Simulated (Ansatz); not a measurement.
**LiAsH (quartet): B2PLYP, RPA-PBE over vertical spin and charge gaps, 6-31G**

How well do these functionals follow the top wave-function level for LiAsH (quartet) over vertical spin and charge gaps?

Computed with Ansatz 0.2.0, Gaussian basis. Level: 6-31G, all electrons in the functionals, frozen cores in the correlation of double hybrids and RPA.

Plan: B2PLYP, RPA-PBE, at charge 0, quartet; charge 0, doublet; charge 0, sextet; charge 1, triplet; charge 1, quintet.

32 further runs of the same task are left out: 12 for a known fault of the program, 10 that didn't finish, 10 set aside as unsound or not needed.

## 1. What is computed

The geometry is a PBE0/def2-TZVP stationary point (not a proven minimum). No spin-orbit coupling is included. The filled d shell of As may be among the frozen orbitals whatever the setting's name suggests; the logs give the count.

3 atoms, charge 0, spin multiplicity 4.

Atoms are counted from 1 here; the program's logs count them from 0.

Bond lengths: As1–H3 1.539 Å.

No dispersion term is added.

The geometry shown and the zero of energy belong to the point charge 0, quartet. The yardstick, FCI, and other wave-function levels (R restricted, U unrestricted, valence and pair active spaces) come from earlier runs.

## 2. B2PLYP, charge 0, quartet

File in.yaml:

```yaml
crystal:
  periodic: [false, false, false]
  atoms:
    - {symbol: As, position_ang: [0.000000, 0.000000, 0.670533]}
    - {symbol: Li, position_ang: [0.000000, 0.000000, -2.880267]}
    - {symbol: H, position_ang: [0.000000, 0.000000, 2.209733]}
basis:
  gaussian: {orbitals: 6-31G}
magnetization: {spin_polarized: true, initial_magnetization: 3}
hamiltonian: {xc: {name: B2PLYP}}
correlation: {electrons: outside_noble_gas}
```

Started as:

```
$ ansatz run in.yaml --threads 1 --pin off --events-out ev --progress --plain --max-ram 2393MiB
```

The runs that follow: B2PLYP, charge 0, doublet; B2PLYP, charge 0, sextet; B2PLYP, charge 1, triplet; B2PLYP, charge 1, quintet; RPA-PBE, charge 0, quartet; RPA-PBE, charge 0, doublet; RPA-PBE, charge 0, sextet; RPA-PBE, charge 1, triplet; RPA-PBE, charge 1, quintet.

Q: Predict the results of all the runs planned. Wanted: quartet to doublet, FCI; quartet to sextet, FCI; ionisation to the triplet cation, FCI; ionisation to the quintet cation, FCI; largest miss, B2PLYP; largest miss, RPA-PBE.

**Answer**, as computed:

```
                             quantity                                            value
              quartet to doublet, FCI                                       6.0 kJ/mol
               quartet to sextet, FCI                                     623.3 kJ/mol
ionisation to the triplet cation, FCI                                     479.9 kJ/mol
ionisation to the quintet cation, FCI                                     971.6 kJ/mol
                 largest miss, B2PLYP  +48.2 kJ/mol (ionisation to the quintet cation)
                largest miss, RPA-PBE  +42.8 kJ/mol (ionisation to the triplet cation)
```

In words: Of the functionals, RPA-PBE keep the smallest largest miss at the points compared (at most 42.8 kJ/mol) and B2PLYP strays most (48.2 kJ/mol, at ionisation to the quintet cation). B2PLYP, RPA-PBE clearly break the spin symmetry at some points (⟨S²⟩ up to 1.01 above the pure value), so energy there is bought with a mixed spin. Functionals and the yardstick converge differently with the basis, so part of each miss in 6-31G is the basis.
